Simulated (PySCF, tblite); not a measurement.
# C₂H₁₂N₂Si₂, a small molecule taken as a stand-in for a surface group (C site with back bonds N[SiH3], N[SiH3], C): NMR shifts, core binding energies and electronic excitations

Aim: the NMR shifts, core binding energies and electronic excitations of `CC(N[SiH3])N[SiH3]`.

Programs: tblite 0.8.0 and PySCF 2.14.0. All values are calculated, for the isolated system unless a continuum is named. Atoms count from 0, parts from 1.

### 1 The system as given

18 atoms, charge 0, multiplicity 1; geometry: distance geometry start.

### 2 Geometry optimisation with GFN2-xTB

What the job is given:

```
{"job": {"kind": "relax", "xc": "GFN2-xTB", "basis": "xTB"}, "charge": 0, "multiplicity": 1}
C     -0.119194    -1.317987    -0.380182
N      0.752399    -0.708892    -1.338284
Si     0.136538     0.745681    -2.244041
N     -0.584831    -0.321990     0.560854
Si     0.721411     0.537855     1.503364
C     -1.299412    -1.912241    -1.051149
H      0.382233    -2.062365     0.115888
H      1.736154    -0.679938    -1.108862
H     -1.292735     0.817114    -2.131899
H      0.689262     1.909210    -1.700084
H      0.488754     0.638653    -3.608415
H     -1.424120    -0.564970     1.114798
H      0.216573     1.723294     2.055508
H      1.231099    -0.293543     2.562131
H      1.795188     0.854766     0.600759
H     -1.264678    -1.654950    -2.064659
H     -1.260208    -2.932664    -0.947890
H     -2.161436    -1.528391    -0.623112
```

Level: GFN2-xTB geometry optimisation, gas phase.

Run with:

```console
$ OMP_NUM_THREADS=1 python cluster_run.py task.json out
```

The driver reads the jobs from task.json and runs them one after another.

**Question.** The jobs that follow are: PBE0-D3(BJ)/def2-SVP geometry optimisation, gas phase; GIAO PBE0/pcSseg-1 NMR shielding, non-relativistic, gas phase; delta-SCF UKS SCAN, pcX-2 on the ionised atom, pcseg-1 elsewhere, spin-free X2C; TDDFT CAM-B3LYP/def2-SVPD, vertical, gas phase, core orbitals frozen in the response. Predict: point group; rotational constants (main isotopes); 13C shifts against TMS (PBE0/pcSseg-1); 1H shifts against TMS (PBE0/pcSseg-1); 15N shifts against NH3 (PBE0/pcSseg-1); 29Si shifts against TMS (PBE0/pcSseg-1); potential on the surface of density 0.002 e/bohr³, 1st and 99th percentile; C1s binding energies, SCAN/pcX-2; N1s binding energies, SCAN/pcX-2; Si2p binding energies, SCAN/pcX-2 (standing for 1 of 2 atoms); lowest singlet (CAM-B3LYP/def2-SVPD); brightest single state of those computed; lowest triplet; vertical ionisation energy (ΔSCF).

**Answer**, as computed:

| quantity | value |
| --- | --- |
| point group | C1 |
| rotational constants (main isotopes) | 3.60, 1.18, 0.98 GHz |
| 13C shifts against TMS (PBE0/pcSseg-1) | 63.7, 26.9 ppm |
| 1H shifts against TMS (PBE0/pcSseg-1) | 4.77, 4.68, 4.53, 4.52, 4.48, 4.35, 3.81, 1.50, 1.45, 1.23, 0.91, 0.48 ppm |
| 15N shifts against NH3 (PBE0/pcSseg-1) | 52.8, 46.9 ppm |
| 29Si shifts against TMS (PBE0/pcSseg-1) | -58.1, -67.0 ppm |
| potential on the surface of density 0.002 e/bohr³, 1st and 99th percentile | -0.89 V and 1.47 V |
| C1s binding energies, SCAN/pcX-2 | C0 292.45, C5 290.69 eV |
| N1s binding energies, SCAN/pcX-2 | N3 404.24, N1 404.24 eV |
| Si2p binding energies, SCAN/pcX-2 (standing for 1 of 2 atoms) | Si2 107.09 eV |
| lowest singlet (CAM-B3LYP/def2-SVPD) | 5.88 eV (211 nm), f = 0.007 |
| brightest single state of those computed | state 2, 6.50 eV, f = 0.016 |
| lowest triplet | 5.65 eV |
| vertical ionisation energy (ΔSCF) | 8.73 eV |

What this shows: The start of the PBE0/def2-SVP relaxation was shaken at random by about 0.01 Å, so part of the energy gained, and of the first lengths quoted, undoes that. Relaxing lowered the energy by 0.262 eV in 8 steps; the close pair that moved most is Si2–H8, from 1.432 to 1.495 Å (PBE0/def2-SVP). Hydrogens of an XH3 group are listed apart at this fixed geometry; free rotation makes them one line at their mean. At PBE0/pcSseg-1: Shielding is most anisotropic at Si4 (span 111 ppm, paramagnetic term -470 ppm). At SCAN/pcX-2: C0 (carbon bonded to C, 2 N, H) binds its C1s electron 1.77 eV more tightly than C5 (carbon bonded to C, 3 H). At SCAN/pcX-2: the N1s levels computed lie within 0.00 eV of one another, too close to rank. The lowest singlet, at 5.88 eV, is HOMO→LUMO 0.86 and is weak; of the 6 states computed, the strongest absorption comes from state 2 at 6.50 eV. The lowest triplet lies 0.23 eV below the lowest singlet (triplets in Tamm-Dancoff, singlets in full TDDFT). ΔSCF puts the ionisation energy at 8.73 eV, 0.60 eV above −ε(HOMO). A capped cluster stands for the solid here, so long-range fields and strain are missing, and bands or shifts of the capping hydrogens have no counterpart in it.
